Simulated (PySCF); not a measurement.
# C₅H₃BF₂: excited states, first hyperpolarisability

Aim: compute the excited states, first hyperpolarisability of C₅H₃BF₂ (`C#CC=C=CB(F)F`).

Computed with PySCF 2.14.0 and routines of our own; the level stands in each step. Atoms count from 0.

### Step 1. The starting structure

11 atoms, charge 0, multiplicity 1; geometry from: GFN2-xTB.

### Step 2. Relaxing the molecule at PBE0-D3(BJ)/def2-SVP

The job: settings as JSON, then the geometry in Å.

```
{"job": {"xc": "PBE0", "basis": "def2-SVP", "d3": "d3bj", "grid": 2, "kind": "geom"}, "charge": 0, "multiplicity": 1}
C     -2.428373     0.430207    -1.748506
C     -1.896379     0.323864    -0.678040
C     -1.299230     0.197385     0.596033
C     -0.020546     0.319807     0.804679
C      1.266336     0.401201     1.010759
B      2.217475    -0.812659     0.946916
F      3.520154    -0.694991     1.130297
F      1.813352    -2.047468     0.714364
H     -2.891574     0.519910    -2.685132
H     -1.971998    -0.005534     1.420914
H      1.696207     1.370948     1.235709
```

The run is started by

```
$ OMP_NUM_THREADS=1 python excited_run.py task.json out
```

The driver reads the jobs from task.json and runs them one after another.

The program printed:

```text
step   0  E = -416.10924918  max force = 0.019189
step   1  E = -416.11151772  max force = 0.003200
step   2  E = -416.11156682  max force = 0.001642
step   3  E = -416.11160258  max force = 0.000631
step   4  E = -416.11160457  max force = 0.000322
optimisation converged
```

Run time: 34 s. Hardware: 1 thread of Arm Neoverse V1, shared host; peak memory 0.64 GiB.

Step by step:

| step | energy from step 0 (eV) | largest force component (eV/Å) |
| --- | --- | --- |
| 0 | 0.0000 | 0.9867 |
| 1 | -0.0617 | 0.1646 |
| 2 | -0.0631 | 0.0844 |
| 3 | -0.0640 | 0.0324 |
| 4 | -0.0641 | 0.0166 |

Distances of close pairs at the start and the end, largest changes first:

| bond | before (Å) | after (Å) | change (Å) |
| --- | --- | --- | --- |
| C0–H8 | 1.049 | 1.074 | +0.026 |
| C2–H9 | 1.084 | 1.099 | +0.015 |
| C2–C3 | 1.301 | 1.316 | +0.015 |
| C4–H10 | 1.084 | 1.098 | +0.014 |
| C0–C1 | 1.200 | 1.213 | +0.013 |
| C1–C2 | 1.413 | 1.423 | +0.010 |
| C4–B5 | 1.543 | 1.550 | +0.007 |
| C3–C4 | 1.306 | 1.311 | +0.006 |

The next job starts from the end point, and lists it.

| at the end point | value |
| --- | --- |
| point group (found at 0.08 Å tolerance) | C1 |
| rotational constants (GHz, main isotopes) | 5.572, 0.831, 0.789 |
| dipole moment (D) | 1.60 |

### Step 3. Excited states: TDA CAM-B3LYP/def2-TZVPD

The job: settings as JSON, then the geometry in Å.

```
{"job": {"kind": "states", "xc": "CAM-B3LYP", "basis": "def2-TZVPD", "tda": true, "soc": true, "nstates": 6, "ntriplets": 5, "nquad": 4}, "charge": 0, "multiplicity": 1}
C     -2.412810     0.532081    -1.683067
C     -1.863903     0.417186    -0.607763
C     -1.250633     0.278175     0.668675
C      0.042453     0.401166     0.882826
C      1.332775     0.491872     1.098971
B      2.249539    -0.754410     1.005308
F      3.553970    -0.642880     1.174327
F      1.769915    -1.956589     0.757295
H     -2.892504     0.634720    -2.638879
H     -1.896558     0.055424     1.529338
H      1.763657     1.473310     1.337033
```

Level: TDA CAM-B3LYP/def2-TZVPD excited states, vertical, gas phase, spin-orbit mean-field couplings.

The program printed:

```text
coarse grid: 10552 points
cycle   1  E = -416.7851862252  dE =  1.265e+00  |g| = 7.343e-01  |ddm| = 4.465e+00
cycle   2  E = -416.7652908536  dE =  1.990e-02  |g| = 9.091e-01  |ddm| = 1.538e+00
cycle   3  E = -416.8825841963  dE = -1.173e-01  |g| = 6.670e-02  |ddm| = 6.283e-01
cycle   4  E = -416.8832889293  dE = -7.047e-04  |g| = 4.201e-02  |ddm| = 1.446e-01
cycle   5  E = -416.8836568682  dE = -3.679e-04  |g| = 1.811e-02  |ddm| = 6.016e-02
cycle   6  E = -416.8837309216  dE = -7.405e-05  |g| = 4.042e-03  |ddm| = 2.131e-02
cycle   7  E = -416.8837349650  dE = -4.043e-06  |g| = 1.436e-03  |ddm| = 6.836e-03
final grid: 106576 points
cycle   8  E = -416.8802720141  dE = -9.738e-05  |g| = 4.153e-03  |ddm| = 2.281e-01
cycle   9  E = -416.8802724268  dE = -4.127e-07  |g| = 3.801e-03  |ddm| = 1.545e-02
cycle  10  E = -416.8802750064  dE = -2.580e-06  |g| = 7.203e-04  |ddm| = 4.820e-03
cycle  11  E = -416.8802750826  dE = -7.617e-08  |g| = 3.931e-04  |ddm| = 1.238e-03
cycle  12  E = -416.8802751172  dE = -3.465e-08  |g| = 1.223e-04  |ddm| = 4.168e-04
cycle  13  E = -416.8802751204  dE = -3.229e-09  |g| = 1.539e-05  |ddm| = 1.360e-04
cycle  14  E = -416.8802751205  dE = -5.764e-11  |g| = 9.427e-06  |ddm| = 5.213e-05
converged SCF energy = -416.8802751205

Singlet excitations
state   eV       nm        f     d(h-e)  d(exc)  Lambda  PR(NTO)  |dmu|/D   mu/D   main configurations
  1   4.5444   272.8   0.00023   1.583   3.168   0.430   1.018    4.925    6.131   H->L 0.92
  2   5.6787   218.3   0.00010   1.063   2.734   0.392   1.063    3.573    4.565   H-1->L+1 0.90
  3   5.8206   213.0   0.32809   0.596   2.862   0.697   1.651    1.539    2.701   H->L+1 0.67
  4   6.1186   202.6   0.00023   0.775   2.849   0.389   2.078    2.590    2.062   H-2->L+1 0.50, H->L+6 0.11, H->L+2 0.08
  5   6.1621   201.2   0.00025   0.743   2.863   0.384   2.124                     H-2->L+1 0.46, H->L+6 0.13, H->L+2 0.09
  6   6.5863   188.2   0.00432   0.523   3.810   0.301   1.084                     H->L+2 0.57, H->L+6 0.18, H->L+3 0.08

Triplet excitations (Tamm-Dancoff)
state   eV     d(h-e)  d(exc)  Lambda  PR(NTO)   main configurations
  1   3.6461   0.273   2.619   0.790   1.123   H->L+1 0.90
  2   4.2071   1.487   3.082   0.431   1.027   H->L 0.89
  3   4.2919   0.163   2.205   0.754   1.043   H-2->L 0.90
  4   5.2554   0.711   2.569   0.382   1.448   H-1->L+1 0.72
  5   5.4201   0.284   2.261   0.445   1.256   H-1->L+6 0.31, H-1->L 0.19, H-1->L+7 0.11
S1 - T1 = 0.8984 eV

Spin-orbit couplings |<S|Hso|T>| (cm-1)
             T1       T2       T3       T4       T5
S0        0.393    4.387    0.493    2.845    1.045
S1        3.300    0.303    3.470    1.005    3.394
S2        7.201    0.396    1.473    0.422    4.153
S3        0.529    2.977    0.287   18.878    0.270
S4        4.901    1.765    3.181    1.102    6.174
S5        6.510    1.835    5.282    1.227    6.158
S6        1.916    0.385    0.484    0.288    2.895
T1 sublevels (cm-1): 0.000 0.004 0.005   radiative rates (1/s): 0.0839 0.00227 0.00625
```

Run time: 93 s. Hardware: 1 thread of Arm Neoverse V1, shared host; peak memory 1.2 GiB.

From this job:

| quantity | value |
| --- | --- |
| S1 less T1 | 0.90 eV |

The fields below are evaluated on a grid from the run's orbitals.

Frontier orbitals at CAM-B3LYP/def2-TZVPD, with the share of their density that lies nearest to each atom:

| orbital | energy (eV) | lies on |
| --- | --- | --- |
| HOMO | -8.57 | C0 30 %; C3 22 %; C1, C2 about 17 % each |
| LUMO | -0.47 | C3 32 %; B5 23 %; C4 16 % |

ELF in a plane through or near 5 of the atoms.

Values, 10 rows by 14 columns:
```
0.00 0.00 0.00 0.00 0.00 0.00 0.00 0.00 0.00 0.00 0.00 0.00 0.00 0.00
0.00 0.00 0.00 0.00 0.00 0.00 0.00 0.00 0.00 0.00 0.00 0.00 0.00 0.00
0.00 0.00 0.00 0.00 0.01 0.07 0.07 0.14 0.18 0.01 0.00 0.00 0.00 0.00
0.00 0.00 0.00 0.00 0.12 0.51 0.60 0.76 0.62 0.12 0.15 0.03 0.00 0.00
0.00 0.00 0.03 0.11 0.30 0.32 0.88 0.58 0.64 0.64 0.75 0.32 0.01 0.00
0.00 0.00 0.33 0.83 0.26 0.93 0.72 0.46 0.45 0.45 0.42 0.64 0.06 0.00
0.00 0.00 0.41 0.74 0.53 0.36 0.15 0.04 0.25 0.82 0.40 0.99 0.49 0.00
0.00 0.00 0.07 0.40 0.05 0.03 0.00 0.00 0.05 0.37 0.47 0.93 0.12 0.00
0.00 0.00 0.00 0.00 0.00 0.00 0.00 0.00 0.00 0.01 0.02 0.01 0.00 0.00
0.00 0.00 0.00 0.00 0.00 0.00 0.00 0.00 0.00 0.00 0.00 0.00 0.00 0.00
```
The map spans 13.2 Å across and 8.3 Å up, centred on the molecule. Atoms in the plane (x, y in Å): C0 (3.1, -0.6), C3 (-0.2, 0.6), C4 (-1.4, 0.4), F6 (-3.6, -0.8), H8 (4.0, -1.2).

On the surface of density 0.002 e/bohr³ the electrostatic potential runs, from the 1st to the 99th percentile, from -0.67 V near F7 to 1.76 V near B5.

### Step 4. Excited states: TDDFT CAM-B3LYP/def2-TZVPD

Settings changed since step 3:

```diff
@@ -1,2 +1,2 @@
-{"job": {"kind": "states", "xc": "CAM-B3LYP", "basis": "def2-TZVPD", "tda": true, "soc": true, "nstates": 6, "ntriplets": 5, "nquad": 4}, "charge": 0, "multiplicity": 1}
+{"job": {"kind": "states", "xc": "CAM-B3LYP", "basis": "def2-TZVPD", "tpa": true, "nstates": 8, "nquad": 6, "ntriplets": 0}, "charge": 0, "multiplicity": 1}
 C     -2.412810     0.532081    -1.683067
```

With the program's defaults for keys left out, this is: TDDFT CAM-B3LYP/def2-TZVPD excited states, vertical, gas phase, two-photon moments by quadratic response.

The program printed:

```text
coarse grid: 10552 points
cycle   1  E = -416.7851862252  dE =  1.265e+00  |g| = 7.343e-01  |ddm| = 4.465e+00
cycle   2  E = -416.7652908536  dE =  1.990e-02  |g| = 9.091e-01  |ddm| = 1.538e+00
cycle   3  E = -416.8825841963  dE = -1.173e-01  |g| = 6.670e-02  |ddm| = 6.283e-01
cycle   4  E = -416.8832889293  dE = -7.047e-04  |g| = 4.201e-02  |ddm| = 1.446e-01
cycle   5  E = -416.8836568682  dE = -3.679e-04  |g| = 1.811e-02  |ddm| = 6.016e-02
cycle   6  E = -416.8837309216  dE = -7.405e-05  |g| = 4.042e-03  |ddm| = 2.131e-02
cycle   7  E = -416.8837349650  dE = -4.043e-06  |g| = 1.436e-03  |ddm| = 6.836e-03
final grid: 106576 points
cycle   8  E = -416.8802720141  dE = -9.738e-05  |g| = 4.153e-03  |ddm| = 2.281e-01
cycle   9  E = -416.8802724268  dE = -4.127e-07  |g| = 3.801e-03  |ddm| = 1.545e-02
cycle  10  E = -416.8802750064  dE = -2.580e-06  |g| = 7.203e-04  |ddm| = 4.820e-03
cycle  11  E = -416.8802750826  dE = -7.617e-08  |g| = 3.931e-04  |ddm| = 1.238e-03
cycle  12  E = -416.8802751172  dE = -3.465e-08  |g| = 1.223e-04  |ddm| = 4.168e-04
cycle  13  E = -416.8802751204  dE = -3.229e-09  |g| = 1.539e-05  |ddm| = 1.360e-04
cycle  14  E = -416.8802751205  dE = -5.764e-11  |g| = 9.427e-06  |ddm| = 5.213e-05
converged SCF energy = -416.8802751205

Singlet excitations
state   eV       nm        f     d(h-e)  d(exc)  Lambda  PR(NTO)  |dmu|/D   mu/D   delta(TPA)   sigma/GM   main configurations
  1   4.5220   274.2   0.00014   1.578   3.167   0.430   1.023    4.928    6.135        0.25      0.002   H->L 0.92
  2   5.6527   219.3   0.03450   1.014   2.761   0.429   1.037    3.299    4.294        1.01      0.012   H-1->L+1 0.79, H->L+1 0.09
  3   5.6632   218.9   0.28246   0.586   2.824   0.676   1.388    1.609    2.768       10.14      0.119   H->L+1 0.70, H-1->L+1 0.11
  4   6.1013   203.2   0.00028   0.809   2.832   0.395   2.029    2.722    2.174        1.01      0.014   H-2->L+1 0.55, H->L+6 0.10
  5   6.1393   202.0   0.00045   0.696   2.860   0.379   2.102    2.370    1.947        0.59      0.008   H-2->L+1 0.40, H->L+6 0.14, H->L+2 0.09
  6   6.5789   188.5   0.00540   0.583   3.828   0.302   1.123    1.279    2.448       17.94      0.284   H->L+2 0.57, H->L+6 0.17, H->L+3 0.09
  7   6.6009   187.8   0.30617   2.778   3.908   0.341   1.187                                            H-1->L 0.84
  8   6.7027   185.0   0.30983   0.520   2.769   0.718   1.314                                            H-2->L 0.86
```

It took 1.8 min on 1 thread of Arm Neoverse V1, shared host; peak memory 1.2 GiB.

### Step 5. First hyperpolarisability: quadratic response CAM-B3LYP/def2-TZVPD

Settings changed since step 4:

```diff
@@ -1,2 +1,2 @@
-{"job": {"kind": "states", "xc": "CAM-B3LYP", "basis": "def2-TZVPD", "tpa": true, "nstates": 8, "nquad": 6, "ntriplets": 0}, "charge": 0, "multiplicity": 1}
+{"job": {"kind": "beta", "xc": "CAM-B3LYP", "basis": "def2-TZVPD"}, "charge": 0, "multiplicity": 1}
 C     -2.412810     0.532081    -1.683067
```

With the program's defaults for keys left out, this is: quadratic response CAM-B3LYP/def2-TZVPD first hyperpolarisability, Taylor convention, gas phase.

The program printed:

```text
coarse grid: 10552 points
cycle   1  E = -416.7851862252  dE =  1.265e+00  |g| = 7.343e-01  |ddm| = 4.465e+00
cycle   2  E = -416.7652908536  dE =  1.990e-02  |g| = 9.091e-01  |ddm| = 1.538e+00
cycle   3  E = -416.8825841963  dE = -1.173e-01  |g| = 6.670e-02  |ddm| = 6.283e-01
cycle   4  E = -416.8832889293  dE = -7.047e-04  |g| = 4.201e-02  |ddm| = 1.446e-01
cycle   5  E = -416.8836568682  dE = -3.679e-04  |g| = 1.811e-02  |ddm| = 6.016e-02
cycle   6  E = -416.8837309216  dE = -7.405e-05  |g| = 4.042e-03  |ddm| = 2.131e-02
cycle   7  E = -416.8837349650  dE = -4.043e-06  |g| = 1.436e-03  |ddm| = 6.836e-03
final grid: 106576 points
cycle   8  E = -416.8802720141  dE = -9.738e-05  |g| = 4.153e-03  |ddm| = 2.281e-01
cycle   9  E = -416.8802724268  dE = -4.127e-07  |g| = 3.801e-03  |ddm| = 1.545e-02
cycle  10  E = -416.8802750064  dE = -2.580e-06  |g| = 7.203e-04  |ddm| = 4.820e-03
cycle  11  E = -416.8802750826  dE = -7.617e-08  |g| = 3.931e-04  |ddm| = 1.238e-03
cycle  12  E = -416.8802751172  dE = -3.465e-08  |g| = 1.223e-04  |ddm| = 4.168e-04
cycle  13  E = -416.8802751204  dE = -3.229e-09  |g| = 1.539e-05  |ddm| = 1.360e-04
cycle  14  E = -416.8802751205  dE = -5.764e-11  |g| = 9.427e-06  |ddm| = 5.213e-05
converged SCF energy = -416.8802751205

Lowest singlets (eV, f): 4.5220 0.0001  5.6527 0.0345  5.6632 0.2825

First hyperpolarisability (au)
process     nm      |vector|   parallel      HRS      DR
static         -       52.39     -15.73      25.73   3.271
shg       1907.0       48.91     -13.41      25.28   2.969
eope      1907.0       51.28      -15.0          -       -
shg       1064.0       39.96      -6.79      24.68   2.334
eope      1064.0       48.65     -13.23          -       -
```

It took 87 s on 1 thread of Arm Neoverse V1, shared host; peak memory 1.2 GiB.

### Step 6. Excited states: TDA CAM-B3LYP/def2-TZVPD in toluene

Settings changed since step 5:

```diff
@@ -1,2 +1,2 @@
-{"job": {"kind": "beta", "xc": "CAM-B3LYP", "basis": "def2-TZVPD"}, "charge": 0, "multiplicity": 1}
+{"job": {"kind": "states", "xc": "CAM-B3LYP", "basis": "def2-TZVPD", "tda": true, "soc": true, "nstates": 6, "ntriplets": 5, "nquad": 4, "solvent": "toluene"}, "charge": 0, "multiplicity": 1}
 C     -2.412810     0.532081    -1.683067
```

Level: TDA CAM-B3LYP/def2-TZVPD excited states, vertical, IEF-PCM toluene (non-equilibrium response), spin-orbit mean-field couplings.

The program printed:

```text
coarse grid: 10552 points
cycle   1  E = -416.7912390272  dE =  1.259e+00  |g| = 7.281e-01  |ddm| = 4.456e+00
cycle   2  E = -416.7749274995  dE =  1.631e-02  |g| = 8.906e-01  |ddm| = 1.433e+00
cycle   3  E = -416.8862334032  dE = -1.113e-01  |g| = 6.088e-02  |ddm| = 5.758e-01
cycle   4  E = -416.8869032288  dE = -6.698e-04  |g| = 3.342e-02  |ddm| = 1.311e-01
cycle   5  E = -416.8871380078  dE = -2.348e-04  |g| = 1.404e-02  |ddm| = 5.659e-02
cycle   6  E = -416.8871819765  dE = -4.397e-05  |g| = 3.693e-03  |ddm| = 1.634e-02
cycle   7  E = -416.8871854058  dE = -3.429e-06  |g| = 1.192e-03  |ddm| = 6.314e-03
final grid: 106576 points
cycle   8  E = -416.8837065899  dE = -9.775e-05  |g| = 4.026e-03  |ddm| = 2.279e-01
cycle   9  E = -416.8837072530  dE = -6.632e-07  |g| = 3.514e-03  |ddm| = 1.495e-02
cycle  10  E = -416.8837093735  dE = -2.120e-06  |g| = 7.137e-04  |ddm| = 4.106e-03
cycle  11  E = -416.8837094484  dE = -7.489e-08  |g| = 3.567e-04  |ddm| = 1.149e-03
cycle  12  E = -416.8837094775  dE = -2.913e-08  |g| = 1.057e-04  |ddm| = 3.987e-04
cycle  13  E = -416.8837094798  dE = -2.335e-09  |g| = 1.355e-05  |ddm| = 1.129e-04
cycle  14  E = -416.8837094799  dE = -5.275e-11  |g| = 6.760e-06  |ddm| = 5.004e-05
converged SCF energy = -416.8837094799

Singlet excitations
state   eV       nm        f     d(h-e)  d(exc)  Lambda  PR(NTO)  |dmu|/D   mu/D   main configurations
  1   4.5637   271.7   0.00030   1.580   3.158   0.431   1.018    5.667    6.923   H->L 0.92
  2   5.7205   216.7   0.12584   0.917   2.756   0.471   1.038    3.489    4.517   H-1->L+1 0.69, H->L+1 0.17
  3   5.7259   216.5   0.44337   0.601   2.816   0.659   1.221    1.991    3.208   H->L+1 0.58, H-1->L+1 0.21
  4   6.1120   202.9   0.00050   1.175   2.841   0.424   1.330    4.145    3.512   H-2->L+1 0.82
  5   6.1665   201.1   0.00013   0.390   2.881   0.339   1.523                     H->L+6 0.18, H-2->L+1 0.14, H->L+2 0.14
  6   6.5612   189.0   0.00520   0.445   3.773   0.289   1.073                     H->L+2 0.54, H->L+6 0.17, H->L+3 0.12

Triplet excitations (Tamm-Dancoff)
state   eV     d(h-e)  d(exc)  Lambda  PR(NTO)   main configurations
  1   3.6651   0.255   2.613   0.795   1.125   H->L+1 0.90
  2   4.2299   1.480   3.072   0.433   1.027   H->L 0.89
  3   4.2852   0.163   2.211   0.752   1.046   H-2->L 0.89
  4   5.2961   0.686   2.559   0.382   1.469   H-1->L+1 0.72
  5   5.4612   0.261   2.237   0.432   1.272   H-1->L+6 0.28, H-1->L 0.18, H-1->L+5 0.11
S1 - T1 = 0.8986 eV

Spin-orbit couplings |<S|Hso|T>| (cm-1)
             T1       T2       T3       T4       T5
S0        0.378    4.330    0.610    2.774    1.005
S1        3.333    0.397    3.406    1.053    3.205
S2        6.098    1.361    1.329    8.714    3.771
S3        3.730    2.528    0.688   16.103    1.693
S4        2.407    1.093    4.861    1.441    3.451
S5        7.639    2.440    3.798    0.713    7.802
S6        2.043    0.230    0.493    0.281    2.929
T1 sublevels (cm-1): 0.000 0.004 0.005   radiative rates (1/s): 0.153 0.00212 0.00823
```

It took 85 s on 1 thread of Arm Neoverse V1, shared host; peak memory 1.4 GiB.

Key values:

| quantity | value |
| --- | --- |
| S1 less T1 | 0.90 eV |

### Step 7. Outcome

| quantity | value |
| --- | --- |
| point group | C1 |
| rotational constants (main isotopes) | 5.57, 0.83, 0.79 GHz |
| S1 less T1 (step 3, TDA CAM-B3LYP/def2-TZVPD) | 0.90 eV |
| surface potential, 1st and 99th percentile | -0.67 V and 1.76 V |
| β vector (step 5, quadratic response CAM-B3LYP/def2-TZVPD) | static 52, SHG 1907.0 nm 49, SHG 1064.0 nm 40 au |
| S1 less T1 (step 6, TDA CAM-B3LYP/def2-TZVPD in toluene) | 0.90 eV |

**Reading.** Relaxing lowered the energy by 0.064 eV in 4 steps; the close pair that moved most is C0–H8, from 1.049 to 1.074 Å. No frequency check was run at this level, so the end point may be a saddle. In step 3, the number of triplets below S1 is 3, and the largest singlet-triplet spin-orbit coupling is S3–T4, 18.88 cm⁻¹. By nearest atom (CAM-B3LYP/def2-TZVPD), the HOMO sits on C0 30 %; C3 22 % and the LUMO on C3 32 %; B5 23 %. In step 6 some excited states are degenerate or nearly so. In step 6, the number of triplets below S1 is 3, and the largest singlet-triplet spin-orbit coupling is S3–T4, 16.10 cm⁻¹.
